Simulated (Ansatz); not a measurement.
Born–Oppenheimer molecular dynamics of a periodic cell of 17 atoms, Ca₃Zn₆As₆CO (surface CaZn2As2(110), adsorbate CO). It goes on from the last frame of an earlier run, with new velocities.

Computed with Ansatz, DFT LDA, scalar-relativistic, plane waves, PAW. Settings: cutoff 420 eV, k mesh 2x2x1, fermi-dirac smearing 0.1 eV, no spin polarisation.

- ensemble: NVT, Langevin thermostat
- time step: 1.5 fs
- steps asked: 250
- set temperature: 600 K
- friction: 0.02 /fs
- atoms held: 1 to 5
- seed: 462195

Frames 30 fs apart, positions in Å, forces in eV/Å.

Velocities at 0 fs (Å/ps):

```
Ca 0.00 0.00 0.00
Zn 0.00 0.00 0.00
Zn 0.00 0.00 0.00
As 0.00 0.00 0.00
As 0.00 0.00 0.00
Ca -2.67 1.90 5.11
Zn 4.30 -5.46 1.90
Zn -0.56 3.59 0.11
As 2.18 1.20 2.25
As 3.17 0.33 0.84
Ca -6.31 -1.80 1.01
Zn 0.49 2.86 -2.05
Zn -5.34 -2.45 2.23
As -3.27 1.44 -1.74
As -5.63 0.10 -0.95
C 5.49 3.25 3.16
O -3.91 -0.23 -7.58
```

```xyz
17
Lattice="7.1855 0.0000 0.0000 0.0000 7.0073 0.0000 0.0000 0.0000 17.1486" Properties=species:S:1:pos:R:3:forces:R:3 time_fs=0 energy_less_start_eV=0.000 T=600
Ca 0.000 0.000 1.000 0.02 0.08 0.17
Zn 2.395 2.589 1.000 0.77 0.73 0.68
Zn 4.790 4.418 1.000 -0.81 -0.82 0.69
As 2.395 5.182 1.000 0.45 -0.43 -0.79
As 4.790 1.825 1.000 -0.31 0.60 -0.28
Ca 3.528 0.024 3.144 0.11 0.08 -0.23
Zn 5.733 2.404 3.196 0.04 0.01 -0.07
Zn 1.443 4.546 3.076 -0.25 -0.04 0.40
As 6.149 5.200 2.873 -0.04 -0.01 0.79
As 0.993 1.866 2.929 0.25 -0.07 0.72
Ca 7.115 -0.070 5.166 0.04 -0.13 -0.77
Zn 2.502 2.788 4.814 0.33 0.00 -0.20
Zn 4.702 4.287 4.782 0.48 0.11 0.04
As 2.554 5.234 5.314 -0.72 -0.30 -0.25
As 4.809 1.897 5.480 -0.38 0.17 -0.58
C 5.447 5.274 6.685 0.01 0.20 -0.49
O 5.162 5.406 7.779 -0.01 -0.19 0.18
17
Lattice="7.1855 0.0000 0.0000 0.0000 7.0073 0.0000 0.0000 0.0000 17.1486" Properties=species:S:1:pos:R:3:forces:R:3 time_fs=30 energy_less_start_eV=0.323 T=558
Ca 0.000 0.000 1.000 0.02 0.15 0.19
Zn 2.395 2.589 1.000 0.83 0.78 0.66
Zn 4.790 4.418 1.000 -0.64 -0.75 0.92
As 2.395 5.182 1.000 0.42 -0.45 -0.69
As 4.790 1.825 1.000 -0.15 0.58 0.10
Ca 3.438 0.026 3.281 0.42 0.17 -0.62
Zn 5.864 2.186 3.295 -0.51 0.38 -0.49
Zn 1.402 4.623 3.097 -0.29 -0.12 0.01
As 6.174 5.224 2.903 -0.68 -0.29 0.51
As 1.087 1.874 2.990 -0.09 -0.19 0.50
Ca 7.012 -0.099 5.106 0.27 -0.08 -0.46
Zn 2.500 2.935 4.790 -0.33 -0.76 -0.27
Zn 4.574 4.170 4.886 1.06 1.00 -0.37
As 2.408 5.268 5.273 -0.24 -0.10 0.32
As 4.669 1.880 5.485 0.11 -0.27 -0.34
C 5.623 5.411 6.663 -1.80 0.29 2.37
O 5.059 5.473 7.686 1.59 -0.34 -2.36
17
Lattice="7.1855 0.0000 0.0000 0.0000 7.0073 0.0000 0.0000 0.0000 17.1486" Properties=species:S:1:pos:R:3:forces:R:3 time_fs=60 energy_less_start_eV=0.449 T=395
Ca 0.000 0.000 1.000 0.03 0.21 0.09
Zn 2.395 2.589 1.000 0.70 0.76 0.84
Zn 4.790 4.418 1.000 -0.59 -0.80 1.00
As 2.395 5.182 1.000 0.28 -0.59 -0.66
As 4.790 1.825 1.000 -0.11 0.62 0.06
Ca 3.389 0.002 3.134 0.55 0.26 -0.24
Zn 5.937 2.077 3.301 -1.33 0.54 -0.25
Zn 1.308 4.710 3.099 0.17 -0.32 -0.08
As 6.174 5.256 2.908 -1.27 -0.50 0.06
As 1.064 1.818 3.062 0.51 -0.04 0.00
Ca 6.957 -0.183 5.003 0.39 0.30 0.12
Zn 2.445 3.042 4.744 -0.12 -1.14 -0.23
Zn 4.559 4.194 4.976 0.92 0.51 -0.19
As 2.349 5.324 5.283 0.06 0.05 0.21
As 4.599 1.813 5.487 0.10 0.32 -0.72
C 5.516 5.402 6.608 -0.75 0.34 1.32
O 5.211 5.625 7.701 0.46 -0.53 -1.34
17
Lattice="7.1855 0.0000 0.0000 0.0000 7.0073 0.0000 0.0000 0.0000 17.1486" Properties=species:S:1:pos:R:3:forces:R:3 time_fs=90 energy_less_start_eV=0.204 T=508
Ca 0.000 0.000 1.000 -0.01 0.10 0.22
Zn 2.395 2.589 1.000 0.64 0.79 0.82
Zn 4.790 4.418 1.000 -0.91 -1.00 0.67
As 2.395 5.182 1.000 0.19 -0.59 -0.83
As 4.790 1.825 1.000 0.00 0.74 -0.12
Ca 3.509 0.101 2.982 0.04 -0.33 0.23
Zn 5.854 2.147 3.332 -0.38 0.37 -0.30
Zn 1.242 4.689 3.032 0.20 -0.13 0.26
As 6.034 5.185 2.886 -0.19 -0.10 0.39
As 1.110 1.727 3.043 -0.47 0.14 0.01
Ca 6.905 -0.252 5.017 0.56 0.53 -0.21
Zn 2.352 2.996 4.726 0.56 -0.39 -0.03
Zn 4.664 4.249 4.951 -0.05 0.08 -0.18
As 2.348 5.336 5.246 0.14 -0.28 -0.16
As 4.603 1.834 5.512 -0.01 0.37 -0.79
C 5.407 5.373 6.536 -0.09 0.28 1.69
O 5.439 5.624 7.673 -0.19 -0.58 -1.68
17
Lattice="7.1855 0.0000 0.0000 0.0000 7.0073 0.0000 0.0000 0.0000 17.1486" Properties=species:S:1:pos:R:3:forces:R:3 time_fs=120 energy_less_start_eV=0.264 T=558
Ca 0.000 0.000 1.000 0.00 -0.02 0.26
Zn 2.395 2.589 1.000 0.57 0.77 0.88
Zn 4.790 4.418 1.000 -1.14 -1.11 0.33
As 2.395 5.182 1.000 0.04 -0.64 -0.69
As 4.790 1.825 1.000 0.00 0.89 -0.33
Ca 3.669 0.131 2.954 -0.67 -0.50 0.37
Zn 5.702 2.309 3.342 0.35 0.08 -0.56
Zn 1.212 4.733 3.063 0.27 -0.14 -0.05
As 5.937 5.131 2.905 0.86 0.38 0.22
As 1.054 1.669 3.036 -0.39 0.18 -0.23
Ca 7.059 -0.226 4.948 0.15 0.50 -0.10
Zn 2.259 2.900 4.685 0.94 0.05 0.16
Zn 4.740 4.256 4.844 -0.69 -0.25 0.17
As 2.383 5.282 5.200 0.12 -0.47 -0.06
As 4.652 1.801 5.476 -0.33 0.42 -0.52
C 5.447 5.218 6.432 -0.27 -0.60 -1.79
O 5.655 5.578 7.479 0.20 0.48 1.93
17
Lattice="7.1855 0.0000 0.0000 0.0000 7.0073 0.0000 0.0000 0.0000 17.1486" Properties=species:S:1:pos:R:3:forces:R:3 time_fs=150 energy_less_start_eV=0.424 T=612
Ca 0.000 0.000 1.000 -0.11 -0.05 0.10
Zn 2.395 2.589 1.000 0.57 0.66 0.89
Zn 4.790 4.418 1.000 -0.80 -0.94 0.69
As 2.395 5.182 1.000 0.32 -0.54 -1.15
As 4.790 1.825 1.000 -0.23 0.78 -0.55
Ca 3.641 0.015 3.015 -0.34 -0.01 0.14
Zn 5.573 2.375 3.240 0.48 -0.25 -0.03
Zn 1.222 4.759 2.964 0.36 -0.37 0.74
As 6.036 5.192 2.961 0.48 0.41 -0.73
As 1.025 1.644 2.962 -0.11 0.54 0.01
Ca 7.316 -0.168 5.019 -0.42 0.43 -0.10
Zn 2.287 2.877 4.619 0.92 0.08 0.10
Zn 4.794 4.298 4.712 -1.35 -1.10 -0.10
As 2.466 5.273 5.183 0.00 -0.70 -0.30
As 4.637 1.758 5.444 -0.27 0.63 -0.76
C 5.415 5.093 6.251 0.68 0.46 1.02
O 5.903 5.574 7.175 -0.17 -0.02 0.03
17
Lattice="7.1855 0.0000 0.0000 0.0000 7.0073 0.0000 0.0000 0.0000 17.1486" Properties=species:S:1:pos:R:3:forces:R:3 time_fs=180 energy_less_start_eV=0.341 T=546
Ca 0.000 0.000 1.000 -0.17 -0.07 -0.11
Zn 2.395 2.589 1.000 0.70 0.65 0.71
Zn 4.790 4.418 1.000 -0.68 -0.89 0.77
As 2.395 5.182 1.000 0.42 -0.51 -1.34
As 4.790 1.825 1.000 -0.38 0.70 -0.66
Ca 3.579 -0.139 3.058 0.02 0.60 -0.14
Zn 5.501 2.398 3.207 0.59 -0.34 -0.10
Zn 1.246 4.684 2.939 0.18 -0.47 0.82
As 6.129 5.246 2.946 -0.43 0.09 -0.03
As 1.036 1.677 2.857 -0.06 0.61 0.71
Ca 7.426 -0.047 5.098 -0.59 0.32 -0.49
Zn 2.382 2.884 4.606 0.37 -0.53 -0.19
Zn 4.628 4.316 4.592 -0.11 -0.22 0.92
As 2.387 5.209 5.155 0.03 -0.25 -0.03
As 4.548 1.787 5.366 -0.01 0.41 -0.35
C 5.418 5.068 6.327 0.40 -0.07 -0.35
O 6.137 5.542 7.091 -0.27 -0.04 -0.13
17
Lattice="7.1855 0.0000 0.0000 0.0000 7.0073 0.0000 0.0000 0.0000 17.1486" Properties=species:S:1:pos:R:3:forces:R:3 time_fs=210 energy_less_start_eV=0.650 T=575
Ca 0.000 0.000 1.000 -0.10 -0.06 -0.14
Zn 2.395 2.589 1.000 0.81 0.79 0.53
Zn 4.790 4.418 1.000 -0.84 -0.92 0.55
As 2.395 5.182 1.000 0.15 -0.62 -1.07
As 4.790 1.825 1.000 -0.51 0.48 -1.15
Ca 3.535 -0.200 3.085 0.02 0.78 -0.19
Zn 5.528 2.299 3.135 0.68 0.01 0.30
Zn 1.254 4.629 3.000 -0.40 -0.29 -0.01
As 6.045 5.273 2.869 0.13 -0.06 0.70
As 1.087 1.713 2.835 -0.32 0.42 0.66
Ca 7.388 0.135 5.027 -0.50 -0.14 -0.42
Zn 2.520 2.877 4.564 -1.32 -1.50 -0.55
Zn 4.406 4.260 4.502 1.77 0.81 0.52
As 2.262 5.063 5.164 -0.45 1.26 0.69
As 4.499 1.940 5.290 1.06 -0.99 0.32
C 5.492 5.030 6.269 1.04 1.79 1.34
O 6.005 5.703 7.088 -1.23 -1.76 -2.08
17
Lattice="7.1855 0.0000 0.0000 0.0000 7.0073 0.0000 0.0000 0.0000 17.1486" Properties=species:S:1:pos:R:3:forces:R:3 time_fs=240 energy_less_start_eV=0.791 T=985
Ca 0.000 0.000 1.000 -0.16 -0.28 -0.19
Zn 2.395 2.589 1.000 0.75 0.89 0.51
Zn 4.790 4.418 1.000 -0.91 -0.82 0.60
As 2.395 5.182 1.000 0.36 -0.41 -1.34
As 4.790 1.825 1.000 -0.71 0.37 -1.65
Ca 3.464 -0.033 3.214 0.02 -0.12 -0.36
Zn 5.591 2.132 3.076 0.40 0.68 0.98
Zn 1.264 4.639 2.943 -0.44 -0.16 0.72
As 5.990 5.260 2.894 0.60 0.31 0.17
As 1.088 1.704 2.843 -0.28 0.69 -0.15
Ca 7.083 0.364 4.796 -0.22 -1.05 0.81
Zn 2.541 2.805 4.487 -1.72 0.15 -0.38
Zn 4.470 4.247 4.460 0.69 0.79 0.62
As 2.237 5.106 5.160 -0.11 0.18 0.12
As 4.439 2.001 5.338 1.90 -1.40 0.06
C 5.604 5.040 6.244 0.19 1.70 0.66
O 5.860 5.906 6.975 -0.35 -1.51 -1.19
17
Lattice="7.1855 0.0000 0.0000 0.0000 7.0073 0.0000 0.0000 0.0000 17.1486" Properties=species:S:1:pos:R:3:forces:R:3 time_fs=270 energy_less_start_eV=0.753 T=941
Ca 0.000 0.000 1.000 -0.06 -0.21 -0.31
Zn 2.395 2.589 1.000 0.72 0.95 0.57
Zn 4.790 4.418 1.000 -0.72 -0.68 0.89
As 2.395 5.182 1.000 0.25 -0.47 -0.98
As 4.790 1.825 1.000 -0.48 0.54 -0.88
Ca 3.377 0.129 3.181 0.10 -0.74 -0.32
Zn 5.743 2.017 3.133 -0.67 1.34 -0.20
Zn 1.296 4.692 3.039 -0.30 -0.03 0.07
As 6.055 5.330 2.907 -0.18 -0.30 -0.64
As 1.008 1.768 2.882 -0.30 0.02 -0.42
Ca 6.817 0.252 4.731 0.99 -0.94 1.30
Zn 2.379 2.722 4.494 0.51 0.38 0.62
Zn 4.584 4.242 4.476 -0.21 -0.02 0.46
As 2.240 4.981 5.211 0.32 0.48 0.20
As 4.528 1.906 5.345 0.30 -0.07 -0.69
C 5.587 5.198 5.986 -1.25 -3.93 -3.85
O 5.741 5.923 6.798 0.99 3.69 4.18
17
Lattice="7.1855 0.0000 0.0000 0.0000 7.0073 0.0000 0.0000 0.0000 17.1486" Properties=species:S:1:pos:R:3:forces:R:3 time_fs=300 energy_less_start_eV=0.785 T=798
Ca 0.000 0.000 1.000 -0.04 0.03 -0.45
Zn 2.395 2.589 1.000 0.77 0.91 0.48
Zn 4.790 4.418 1.000 -0.64 -0.82 0.91
As 2.395 5.182 1.000 0.15 -0.55 -0.77
As 4.790 1.825 1.000 -0.28 0.75 -0.36
Ca 3.337 0.118 2.975 0.33 -0.27 0.02
Zn 5.877 1.989 3.253 -1.80 1.14 -0.84
Zn 1.387 4.717 3.123 -0.34 -0.19 -0.08
As 6.145 5.330 2.853 -0.82 -0.87 -0.05
As 0.943 1.859 2.853 0.88 -0.25 0.18
Ca 6.777 0.043 4.835 1.07 -0.43 1.01
Zn 2.356 2.699 4.604 0.45 -0.46 -0.05
Zn 4.572 4.224 4.536 -0.32 -0.88 -0.88
As 2.282 4.864 5.357 -0.11 1.15 0.10
As 4.517 1.728 5.260 0.19 0.36 -0.31
C 5.278 5.107 5.983 1.81 1.89 2.46
O 5.824 5.864 6.720 -1.30 -1.52 -1.37
17
Lattice="7.1855 0.0000 0.0000 0.0000 7.0073 0.0000 0.0000 0.0000 17.1486" Properties=species:S:1:pos:R:3:forces:R:3 time_fs=330 energy_less_start_eV=0.962 T=834
Ca 0.000 0.000 1.000 -0.09 0.14 -0.28
Zn 2.395 2.589 1.000 0.87 1.02 0.11
Zn 4.790 4.418 1.000 -0.85 -0.98 0.47
As 2.395 5.182 1.000 -0.07 -1.01 -0.66
As 4.790 1.825 1.000 -0.10 0.98 -0.79
Ca 3.352 0.137 2.660 0.56 -0.08 1.04
Zn 5.867 2.106 3.231 -0.86 0.32 -0.31
Zn 1.422 4.630 3.205 -0.12 -0.09 -0.08
As 6.154 5.194 2.768 -0.37 -0.24 0.80
As 1.020 1.921 2.817 -0.26 -0.54 0.47
Ca 6.888 -0.193 4.933 0.52 0.39 -0.27
Zn 2.352 2.607 4.699 0.16 -0.15 -0.03
Zn 4.504 4.126 4.425 0.16 0.17 0.64
As 2.222 4.788 5.557 0.08 0.67 -0.66
As 4.481 1.707 5.213 0.85 -0.21 -0.36
C 5.240 5.004 6.358 1.10 2.38 0.35
O 5.762 6.025 6.713 -1.58 -2.78 -0.45
```

Of the whole run (375 fs, mean temperature of the second half 769 K): The mean temperature of the second half is 28 % above the set value. A run of 0.38 ps of so small a system gives no equilibrium averages. Limits of this set-up: thin slab, slab without dipole correction, no dispersion correction for a molecule that may bind weakly, a typed lattice constant that wasn't relaxed here.

Time of the run: 27 min on 2 threads of Intel(R) Xeon(R) Platinum 8488C (Sapphire Rapids), with other jobs on the host, peak memory 1.8 GiB.
